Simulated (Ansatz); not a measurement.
Geometry optimisation, DFT r2SCAN, scalar-relativistic, plane waves, PAW (Ansatz).

The input (input.yaml):

```yaml
accuracy: low
crystal:
  lattice:
    - [6.6, 0.0, 0.0]
    - [0.0, 6.6, 0.0]
    - [0.0, 0.0, 6.6]
  atoms:
    - { symbol: Nb, position: [0.0, 0.0, 0.0] }
    - { symbol: Nb, position: [0.5, 0.0, 0.0] }
    - { symbol: Nb, position: [0.0, 0.5, 0.0] }
    - { symbol: Nb, position: [0.0, 0.0, 0.5] }
    - { symbol: Nb, position: [0.25, 0.25, 0.25] }
    - { symbol: Nb, position: [0.5, 0.5, 0.0] }
    - { symbol: Nb, position: [0.5, 0.0, 0.5] }
    - { symbol: Nb, position: [0.75, 0.25, 0.25] }
    - { symbol: Nb, position: [0.0, 0.5, 0.5] }
    - { symbol: Nb, position: [0.25, 0.75, 0.25] }
    - { symbol: Nb, position: [0.25, 0.25, 0.75] }
    - { symbol: Nb, position: [0.5, 0.5, 0.5] }
    - { symbol: Nb, position: [0.75, 0.75, 0.25] }
    - { symbol: Nb, position: [0.75, 0.25, 0.75] }
    - { symbol: Nb, position: [0.25, 0.75, 0.75] }
    - { symbol: Nb, position: [0.75, 0.75, 0.75] }
    - { symbol: O, position: [0.746045, 0.864786, 0.0048254] }
basis:
  ecutwfc: 500.0
kpoints:
  mp_grid: { grid: [2, 2, 2] }
hamiltonian:
  xc: r2scan
scf:
  occupations: { method: fermi_dirac, width: 0.05 }
  lower_state_search: "off"
relax:
  f_tol: 0.08
  max_steps: 25
  adjacent_minimum: "off"
```

Command:

```bash
$ ansatz run input.yaml --threads 4 --pin off --max-ram 10240MiB --backend cpu --events-out ev --progress --plain --runs-dir out
```

Question: Where does it end, and by what steps?

Answer: The run converged. The force dipped under the threshold on the way, but the program's further checks kept it going. Limits of this set-up: coarse k mesh, low accuracy level. After 7 steps the energy has fallen by 2.641 eV; O17 moved furthest, 0.71 Å.

| step | energy less start (eV) | largest force component (eV/Å) | accepted |
| --- | --- | --- | --- |
| 0 | 0.0000 | 6.614 | yes |
| 1 | -1.4008 | 1.437 | yes |
| 2 | -1.9576 | 0.738 | yes |
| 3 | -2.2347 | 1.391 | yes |
| 4 | -2.4244 | 1.512 | yes |
| 5 | -2.6197 | 0.343 | yes |
| 6 | -2.6410 | 0.049 | yes |
| 7 | -2.6410 | 0.049 | yes |

```xyz
17
Lattice="6.6000 0.0000 0.0000 0.0000 6.6000 0.0000 0.0000 0.0000 6.6000" Properties=species:S:1:pos:R:3
Nb -0.015 0.032 0.002
Nb 3.311 0.032 0.002
Nb -0.013 3.357 0.002
Nb 0.053 0.100 3.302
Nb 1.648 1.695 1.608
Nb 3.311 3.358 0.002
Nb 3.244 0.100 3.302
Nb 4.949 1.695 1.664
Nb 0.053 3.289 3.302
Nb 1.649 4.994 1.664
Nb 1.648 1.695 4.997
Nb 3.244 3.289 3.302
Nb 4.949 4.995 1.955
Nb 4.948 1.695 4.940
Nb 1.649 4.995 4.940
Nb 4.949 4.995 4.649
O 4.948 4.995 0.002
```

Whether the end is a true minimum wasn't checked by a vibrational analysis.

Time of the run: 43 s on 4 threads of Intel(R) Xeon(R) Platinum 8488C (Sapphire Rapids), on a shared host, peak memory 1.6 GiB.
